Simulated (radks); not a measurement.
# Valence configurations of Lu

The task here is to estimate one member of a computed series from the others.

Method: scalar-relativistic Kohn-Sham, PBE, spin-unpolarised, spherical densities, finite nucleus. Code: radks (a radial shooting solver on a logarithmic mesh, Libxc functionals) version 1.

## The atom as given

```
element            : lutetium (Z = 71)
charge             : 0
electrons          : 71
configuration      : [Xe] 4f14 5d1 6s2
nuclear rms radius : 5.37 fm
others tried       : 4f14 5d1 6s1 6p1; 4f13 5d2 6s2; 4f14 5d1 6s1.5 6p0.5; 4f14 6s2 6p1; 4f13.5 5d1 6s2 6p0.5; 4f13 5d1 6s2 6p1; 4f14 6s1 6p2; 4f14 5d2 6s1; 4f14 5d0.5 6s1 6p1.5
```

Outer shells as boxes (Hund's rule):

Lu
```
[Xe] core
4f [↑↓][↑↓][↑↓][↑↓][↑↓][↑↓][↑↓]
5d [↑ ][  ][  ][  ][  ]
6s [↑↓]
```

The first run:

Input:

```text
Z 71
configuration [Xe] 4f14 5d1 6s2
relativity scalar-relativistic
functional pbe,pbe
spin unpolarised
nucleus finite rms 5.37 fm
c 137.035999084
```

Among the steps run: [Xe] 4f14 5d1 6s2.

One table of the session follows, with a row left open; its other results are not shown here.

Sizes of the orbitals, from the radial functions (bohr):

| level | <r> | outermost maximum (interpolated) | 90 % within | nodes |
| --- | --- | --- | --- | --- |
| 4s | 0.4780 | 0.446 | 0.687 | 3 |
| 4p | 0.5078 | 0.467 | 0.739 | 2 |
| 4d | 0.5475 | 0.481 | 0.823 | 1 |
| 5s | 1.171 | 1.04 | 1.69 | 4 |
| 5p | 1.395 | 1.20 | 2.06 | 3 |
| 4f | ? | ? | ? | ? |
| 6s | 3.645 | 3.07 | 5.42 | 5 |
| 5d | 2.930 | 1.84 | 5.00 | 2 |

**Question.** Estimate the row for 4f.

As computed: <r>: 0.7246; outermost maximum (interpolated): 0.469; 90 % within: 1.25; nodes: 0. In the column «<r>» it lies between 4d (0.5475) and 5s (1.171).
